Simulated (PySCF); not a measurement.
# silylselanylsilane (Si2H6Se): NMR shifts at several levels of theory, part 2 of 2

PySCF 2.14.0. Atoms count from 0. Earlier steps stand in the parts before.

### 10 Nuclear shieldings: LC-wPBE/pcSseg-2

Job settings and geometry (Å):

```
{"job": {"kind": "nmr", "xc": "LC-wPBE", "basis": "pcSseg-2", "pop": false}, "charge": 0, "multiplicity": 1}
Si     1.624983     0.718827     0.535213
Se     0.170645     0.919260    -1.216606
Si    -1.373392    -0.553826    -0.399351
H      2.050395    -0.701590     0.714696
H      2.801654     1.566605     0.192037
H      1.000524     1.197534     1.804363
H     -0.797745    -1.927254    -0.287496
H     -2.501911    -0.551269    -1.372666
H     -1.855030    -0.123858     0.947524
```

Level: GIAO LC-wPBE/pcSseg-2 NMR shielding, non-relativistic, gas phase.

What it wrote:

```text
coarse grid: 34992 points
cycle   1  E = -2983.7072003060  dE = -1.267e+00  |g| = 9.981e-01  |ddm| = 2.256e+00
cycle   2  E = -2983.7374089169  dE = -3.021e-02  |g| = 6.428e-01  |ddm| = 3.964e-01
cycle   3  E = -2983.7551362199  dE = -1.773e-02  |g| = 1.067e-01  |ddm| = 1.682e-01
cycle   4  E = -2983.7558811347  dE = -7.449e-04  |g| = 2.396e-02  |ddm| = 5.476e-02
cycle   5  E = -2983.7559923050  dE = -1.112e-04  |g| = 4.838e-03  |ddm| = 1.967e-02
cycle   6  E = -2983.7560064882  dE = -1.418e-05  |g| = 8.112e-04  |ddm| = 1.171e-02
cycle   7  E = -2983.7560068693  dE = -3.811e-07  |g| = 2.639e-04  |ddm| = 1.727e-03
final grid: 69160 points
cycle   8  E = -2983.7559865983  dE = -9.586e-08  |g| = 1.972e-04  |ddm| = 8.576e-04
cycle   9  E = -2983.7559865971  dE =  1.197e-09  |g| = 1.966e-04  |ddm| = 2.406e-04
cycle  10  E = -2983.7559865996  dE = -2.543e-09  |g| = 2.414e-05  |ddm| = 6.408e-05
cycle  11  E = -2983.7559866002  dE = -6.230e-10  |g| = 8.953e-06  |ddm| = 6.664e-05
converged SCF energy = -2983.7559866002

GIAO shielding tensors (ppm)
atom      isotropic    diamagn.    paramagn.     s11        s22        s33       span
  0 Si     402.211     877.631    -475.420    361.519    391.482    453.632     92.112
  1 Se    2463.186    3003.086    -539.900   2395.732   2425.679   2568.148    172.415
  2 Si     402.245     877.798    -475.553    361.563    391.430    453.741     92.178
  3 H       26.831      28.634      -1.802     22.907     24.626     32.960     10.053
  4 H       26.697      27.877      -1.180     22.712     24.299     33.079     10.366
  5 H       26.824      28.526      -1.702     22.868     24.574     33.030     10.162
  6 H       26.826      28.723      -1.897     22.877     24.576     33.025     10.148
  7 H       26.698      28.054      -1.356     22.715     24.299     33.080     10.365
  8 H       26.828      28.769      -1.941     22.897     24.620     32.967     10.070
```

Wall time 40 s (1 thread of Arm Neoverse V1, shared host); peak memory 1 GiB.

Key values: δ Si0 -55.6, Se1 -670, H3 4.53 ppm (means over like atoms).

### 11 Shielding tensors: PBE0/STO-3G

The job, as its differences from that of step 10:

```diff
@@ -1,2 +1,2 @@
-{"job": {"kind": "nmr", "xc": "LC-wPBE", "basis": "pcSseg-2", "pop": false}, "charge": 0, "multiplicity": 1}
+{"job": {"kind": "nmr", "xc": "PBE0", "basis": "STO-3G", "pop": true}, "charge": 0, "multiplicity": 1}
 Si     1.624983     0.718827     0.535213
```

Level: GIAO PBE0/STO-3G NMR shielding, non-relativistic, gas phase.

What it wrote:

```text
coarse grid: 34992 points
cycle   1  E = -2950.1883735999  dE = -3.476e+00  |g| = 4.873e-01  |ddm| = 3.158e+00
cycle   2  E = -2950.2350659912  dE = -4.669e-02  |g| = 4.628e-01  |ddm| = 2.370e+00
cycle   3  E = -2950.3451940776  dE = -1.101e-01  |g| = 2.042e-02  |ddm| = 1.113e+00
cycle   4  E = -2950.3453851798  dE = -1.911e-04  |g| = 8.146e-03  |ddm| = 6.011e-02
cycle   5  E = -2950.3454139274  dE = -2.875e-05  |g| = 5.895e-04  |ddm| = 1.577e-02
cycle   6  E = -2950.3454141206  dE = -1.932e-07  |g| = 1.067e-04  |ddm| = 1.687e-03
final grid: 69160 points
cycle   7  E = -2950.3452962976  dE = -5.827e-09  |g| = 4.489e-05  |ddm| = 3.429e-04
cycle   8  E = -2950.3452962985  dE = -8.158e-10  |g| = 2.151e-05  |ddm| = 1.456e-04
converged SCF energy = -2950.3452962985

GIAO shielding tensors (ppm)
atom      isotropic    diamagn.    paramagn.     s11        s22        s33       span
  0 Si     573.482     869.722    -296.240    531.908    558.166    630.370     98.462
  1 Se    2973.872    2978.017      -4.145   2943.271   2951.652   3026.692     83.422
  2 Si     573.535     869.991    -296.455    532.046    558.182    630.378     98.332
  3 H       30.801      32.097      -1.296     26.405     28.450     37.548     11.142
  4 H       30.510      29.840       0.670     25.754     27.642     38.133     12.379
  5 H       30.772      31.853      -1.081     26.459     28.248     37.609     11.149
  6 H       30.775      32.149      -1.374     26.463     28.256     37.604     11.142
  7 H       30.512      30.217       0.295     25.759     27.641     38.136     12.377
  8 H       30.800      32.252      -1.452     26.400     28.443     37.557     11.156
```

Wall time 2.7 s (1 thread of Arm Neoverse V1, shared host); peak memory 0.41 GiB.

This run: δ Si0 -55.9, Se1 -511, H3 1.91 ppm (means over like atoms).

### 12 NMR shieldings: PBE0/6-31G

The job, as its differences from that of step 11:

```diff
@@ -1,2 +1,2 @@
-{"job": {"kind": "nmr", "xc": "PBE0", "basis": "STO-3G", "pop": true}, "charge": 0, "multiplicity": 1}
+{"job": {"kind": "nmr", "xc": "PBE0", "basis": "6-31G", "pop": true}, "charge": 0, "multiplicity": 1}
 Si     1.624983     0.718827     0.535213
```

Level: GIAO PBE0/6-31G NMR shielding, non-relativistic, gas phase.

What it wrote:

```text
coarse grid: 34992 points
cycle   1  E = -2983.1302669032  dE = -9.357e-01  |g| = 2.981e-01  |ddm| = 2.622e+00
cycle   2  E = -2983.1210328987  dE =  9.234e-03  |g| = 3.551e-01  |ddm| = 1.134e+00
cycle   3  E = -2983.1570163486  dE = -3.598e-02  |g| = 1.688e-02  |ddm| = 6.399e-01
cycle   4  E = -2983.1571188716  dE = -1.025e-04  |g| = 5.815e-03  |ddm| = 4.294e-02
cycle   5  E = -2983.1571317213  dE = -1.285e-05  |g| = 7.239e-04  |ddm| = 1.117e-02
cycle   6  E = -2983.1571319414  dE = -2.201e-07  |g| = 1.740e-04  |ddm| = 1.927e-03
final grid: 69160 points
cycle   7  E = -2983.1570727527  dE = -1.500e-08  |g| = 1.908e-04  |ddm| = 1.003e-03
cycle   8  E = -2983.1570727470  dE =  5.724e-09  |g| = 2.491e-04  |ddm| = 9.263e-04
cycle   9  E = -2983.1570727683  dE = -2.131e-08  |g| = 1.565e-05  |ddm| = 4.622e-04
cycle  10  E = -2983.1570727684  dE = -9.413e-11  |g| = 8.979e-07  |ddm| = 3.210e-05
converged SCF energy = -2983.1570727684

GIAO shielding tensors (ppm)
atom      isotropic    diamagn.    paramagn.     s11        s22        s33       span
  0 Si     472.147     881.007    -408.861    428.635    457.916    529.890    101.255
  1 Se    2608.675    2997.411    -388.737   2566.185   2599.633   2660.206     94.020
  2 Si     472.183     881.156    -408.974    428.700    457.898    529.950    101.250
  3 H       28.667      29.305      -0.638     24.539     26.434     35.028     10.489
  4 H       28.477      29.073      -0.596     24.125     25.534     35.773     11.648
  5 H       28.618      29.247      -0.629     24.516     26.274     35.064     10.547
  6 H       28.622      29.384      -0.763     24.524     26.282     35.059     10.535
  7 H       28.479      29.172      -0.693     24.129     25.533     35.775     11.646
  8 H       28.662      29.427      -0.764     24.528     26.424     35.035     10.507
```

Wall time 5.3 s (1 thread of Arm Neoverse V1, shared host); peak memory 0.41 GiB.

In short: δ Si0 -27.4, Se1 -621, H3 4.02 ppm (means over like atoms).

### 13 Run by run: NMR shifts

Shifts (ppm), means over like atoms, with basis size and wall time:

```
               run    H3    Si0   Se1  functions   time
     PBE0/pcSseg-2  4.72  -54.2  -650        233   27 s
 mPW1PW91/pcSseg-2  4.69  -53.4  -654        233   28 s
     WP04/pcSseg-2  4.12  -44.3  -711        233   28 s
    B97-2/pcSseg-2  4.64  -52.1  -658        233   25 s
BHandHLYP/pcSseg-2  4.52  -52.5  -650        233   28 s
CAM-B3LYP/pcSseg-2  4.61  -55.5  -676        233   36 s
  wB97X-D/pcSseg-2  4.64  -55.1  -674        233   35 s
  LC-wPBE/pcSseg-2  4.53  -55.6  -670        233   40 s
       PBE0/STO-3G  1.91  -55.9  -511         42  2.7 s
        PBE0/6-31G  4.02  -27.4  -621         65  5.3 s
```

### 14 Outcome

This closing draws on all 2 parts.

| quantity | value |
| --- | --- |
| point group | C2 |
| rotational constants (main isotopes) | 5.29, 2.59, 1.81 GHz |
| 1H shifts against TMS (PBE0/pcSseg-2, means over atoms taken as alike) | 4.72 ppm |
| 29Si shifts against TMS (PBE0/pcSseg-2, means over atoms taken as alike) | -54.2 ppm |
| 77Se shifts against Me2Se (PBE0/pcSseg-2) | -650 ppm |
| range of the shift of Se1 | -711 to -511 ppm |
| property runs in this session | 10, of which 0 failed and 1 gave unsound results |

**Reading.** Single values in the summary come from the first run of each kind that ended normally (PBE0/pcSseg-2), which need not be the best level. Relaxing lowered the energy by 0.181 eV in 4 steps; the close pair that moved most is Si2–H7, from 1.426 to 1.490 Å. No frequency check was run at this level, so the end point may be a saddle. At PBE0/pcSseg-2: The widest tensor belongs to Se1: span 136 ppm, with a paramagnetic part of -587 ppm. Across the 10 runs the shift of Se1 moves most, between -711 (WP04/pcSseg-2) and -511 ppm (PBE0/STO-3G). A minimal basis is unusable for shieldings, so that end is no result. Spin-orbit coupling is left out, which matters for shieldings and couplings at and beside the heavy atoms.
